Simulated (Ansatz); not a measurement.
# GaCl₄−: basis-set convergence

Aim: see how fast density functionals converge with the basis set for GaCl₄−.

Computed with Ansatz 0.2.0, Gaussian basis. Level: one geometry, several basis sets.

Levels to be run: PBE0-D4/def2-SVPD; ωB97M-V/def2-SVPD; PBE0-D4/def2-QZVPPD; ωB97M-V/def2-QZVPPD; the functionals' def2-TZVPPD values are taken from earlier runs.

### Step 1. The relaxed structure

The geometry comes from an earlier relaxation with PBE0-D4/def2-TZVPD; it is a stationary point.

SMILES `[Cl][Ga-]([Cl])([Cl])[Cl]`, 5 atoms, charge -1, spin multiplicity 1.

Atoms are counted from 1 here; the program's logs count them from 0.

Bond lengths: Cl1–Ga2 2.200 Å, Ga2–Cl3 2.200 Å, Ga2–Cl4 2.200 Å, Ga2–Cl5 2.200 Å. Angles: Cl1–Ga2–Cl3 109.5°, Cl1–Ga2–Cl4 109.5°, Cl1–Ga2–Cl5 109.5°, Cl3–Ga2–Cl4 109.5°, Cl3–Ga2–Cl5 109.5°, Cl4–Ga2–Cl5 109.5°.

Geometry (Å):

```xyz
5
Cl4Ga
Cl   -1.0199   -0.0895    1.9471
Ga    0.0000    0.0000    0.0000
Cl    1.7030   -1.3925   -0.0004
Cl   -1.4089   -0.5642   -1.5925
Cl    0.7259    2.0462   -0.3542
```

### Step 2. PBE0-D4 in def2-SVPD

Contents of in.yaml:

```yaml
crystal:
  periodic: [false, false, false]
  atoms:
    - {symbol: Cl, position_ang: [-1.019941, -0.089510, 1.947074]}
    - {symbol: Ga, position_ang: [0.000012, 0.000014, 0.000008]}
    - {symbol: Cl, position_ang: [1.703008, -1.392538, -0.000415]}
    - {symbol: Cl, position_ang: [-1.408939, -0.564210, -1.592455]}
    - {symbol: Cl, position_ang: [0.725851, 2.046245, -0.354212]}
basis:
  gaussian: {orbitals: def2-SVPD}
total_charge: -1
hamiltonian: {xc: pbe0, dispersion: d4}
output: {orbitals: {seedname: orbitals}}
```

Started as:

```bash
> ansatz run in.yaml --threads 2 --pin off --events-out ev --progress --plain --max-ram 32768MiB --backend cpu
```

Further steps of the session: ωB97M-V in def2-SVPD; PBE0-D4 in def2-QZVPPD; ωB97M-V in def2-QZVPPD.

**Question.** What will the summary of the whole plan be? Wanted: PBE0-D4: double and triple zeta above quadruple; ωB97M-V: double and triple zeta above quadruple.

**Answer**, as computed:

| quantity | value |
| --- | --- |
| PBE0-D4: double and triple zeta above quadruple | 25.72, 2.57 eV |
| ωB97M-V: double and triple zeta above quadruple | 25.20, 2.45 eV |

PBE0-D4 gains 23.15 eV from double to triple zeta, then 2.57 eV more. These are total energies; as a rule much of such shifts cancels in differences, which this series doesn't test. The LUMO of ωB97M-V is positive and keeps falling with the basis (3.74 to 3.09 eV): an unbound level that the basis holds in place.
